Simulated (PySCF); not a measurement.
# ZnSi (triplet): changing the method

Starting from one script, swap the method and compare what comes out for ZnSi (triplet).

Method: method and basis as typed in the scripts; program: PySCF 2.14.0.

**1. The system as given**

ZnSi (triplet): 2 atoms, charge 0, spin multiplicity 3.

Bond lengths: Zn1–Si2 2.305 Å.

**2. The base run**

Contents of input.py:

```python
from pyscf import gto, dft
from pyscf.prop.polarizability import uhf as pol

mol = gto.M(
    atom='Zn 0 0 0; Si 0 0 2.305',
    basis='def2-svpd',
    charge=0,
    spin=2,
    verbose=4,
)
mf = dft.UKS(mol, xc='hcth407')
mf.kernel()
print('polarizability (a.u.)')
print(pol.Polarizability(mf).polarizability().round(4))
mf.dip_moment()
print('orbital energies (hartree):', [e[max(0, n-3):n+3].round(4) for e, n in zip(mf.mo_energy, mol.nelec)])
```

Run with:

```sh
> OMP_NUM_THREADS=1 python input.py
```

**3. M062x**

Edit 1 changes functional: hcth407 → m062x.

Changes to input.py since step 2:

```diff
@@ -10,3 +10,3 @@
 )
-mf = dft.UKS(mol, xc='hcth407')
+mf = dft.UKS(mol, xc='m062x')
 mf.kernel()
```

**4. SCF alone**

Edit 2 changes step after the SCF: polarizability → none.

Changes to input.py since step 2:

```diff
@@ -1,3 +1,2 @@
 from pyscf import gto, dft
-from pyscf.prop.polarizability import uhf as pol
 
@@ -12,4 +11,2 @@
 mf.kernel()
-print('polarizability (a.u.)')
-print(pol.Polarizability(mf).polarizability().round(4))
 mf.dip_moment()
```

**5. Pw91**

Edit 3 changes functional: hcth407 → pw91.

Changes to input.py since step 2:

```diff
@@ -10,3 +10,3 @@
 )
-mf = dft.UKS(mol, xc='hcth407')
+mf = dft.UKS(mol, xc='pw91')
 mf.kernel()
```

**Question.** What will these runs give? Wanted: for each run, E(SCF); from base; gap, α spin; SCF dipole.

**Answer**, as computed:

```csv
run,E(SCF) (hartree),from base (eV),cycles,"gap, α spin (eV)",SCF dipole (D)
base,-2069.409846,0,12,1.03,2.57
m062x,-2068.414450,not comparable,12,3.76,2.40
SCF alone,-2069.409846,0.0000,12,1.03,2.57
pw91,-2068.582221,not comparable,12,0.96,2.19
```

**Reading.** The α-spin gap between the frontier levels is 1.0 eV with pw91 (0 % exact exchange) and 3.8 eV with m062x (54 %): exact exchange opens it. A lower total energy from another functional means nothing by itself.
